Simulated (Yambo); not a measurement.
## Al: optical spectrum with PBEsol

Crystal: Al.

```
CELL_PARAMETERS angstrom
0.00000 2.02481 2.02481
2.02481 0.00000 2.02481
2.02481 2.02481 0.00000
ATOMIC_POSITIONS crystal
Al 0.00000 0.00000 0.00000
```

* Program: Yambo 5.3.0
* Task: optical spectrum
* Functional: PBEsol
* Potentials or basis: PseudoDojo 0.4.1 SR PBEsol standard
* Cutoff: 544 eV
* Density cutoff: 2177 eV
* k mesh: 20 × 20 × 20
* Occupations: fermi-dirac, width 0.05 eV
* Spin: no spin polarisation
* k mesh of the self-consistent run: 20 × 20 × 20
* Direction of the field or of q to 0: x
* Broadening: 0.3 eV
* Kernel: none (independent particles)
* Top of the energy range: 30 eV
* Energy points: 300
* Correction of the levels: none
* Bands in the response: 27

```json
{"Band gap on the k mesh, mean-field level": "none (metal or under the smearing width)"}
```

Dielectric function (along the field direction of the input):
```csv
energy (eV),real part,imaginary part
0.30,60.06,30.63
0.80,8.02,33.80
1.30,8.23,29.83
1.81,-5.76,17.78
2.31,-9.50,16.43
2.81,-8.47,5.68
3.31,-4.55,3.52
3.81,-4.44,3.64
4.31,-3.48,1.50
4.82,-2.11,1.01
5.32,-1.76,1.38
5.82,-1.52,0.61
6.32,-0.95,0.43
6.82,-0.65,0.54
7.32,-0.59,0.33
7.83,-0.32,0.22
8.33,-0.11,0.23
8.83,-0.07,0.19
9.33,0.08,0.13
9.83,0.19,0.12
10.33,0.25,0.13
10.84,0.31,0.09
11.34,0.38,0.07
11.84,0.44,0.08
12.34,0.47,0.06
12.84,0.52,0.05
13.34,0.56,0.05
13.85,0.58,0.05
14.35,0.62,0.04
14.85,0.65,0.04
15.35,0.67,0.04
15.85,0.69,0.03
16.35,0.71,0.03
16.86,0.72,0.04
17.36,0.73,0.03
17.86,0.75,0.02
18.36,0.77,0.02
18.86,0.78,0.02
19.36,0.79,0.02
19.97,0.80,0.02
```

Energy-loss function:
| energy (eV) | loss |
| --- | --- |
| 0.0 | 0.000 |
| 1.3 | 0.031 |
| 2.6 | 0.047 |
| 3.9 | 0.103 |
| 5.2 | 0.301 |
| 6.5 | 0.561 |
| 7.8 | 1.453 |
| 9.1 | 6.910 |
| 10.4 | 1.525 |
| 11.7 | 0.404 |
| 13.0 | 0.167 |
| 14.3 | 0.096 |
| 15.7 | 0.069 |
| 17.0 | 0.067 |
| 18.3 | 0.038 |
| 19.6 | 0.034 |
| 20.9 | 0.024 |
| 22.2 | 0.023 |
| 23.5 | 0.019 |
| 24.8 | 0.015 |
| 26.1 | 0.014 |
| 27.4 | 0.012 |
| 28.7 | 0.012 |
| 30.0 | 0.011 |

Run time: 51 s on 1 thread of Arm Neoverse V1, on a shared host.

Caveat: the intraband (Drude) term of the metal is left out; independent-particle spectra lack excitons.
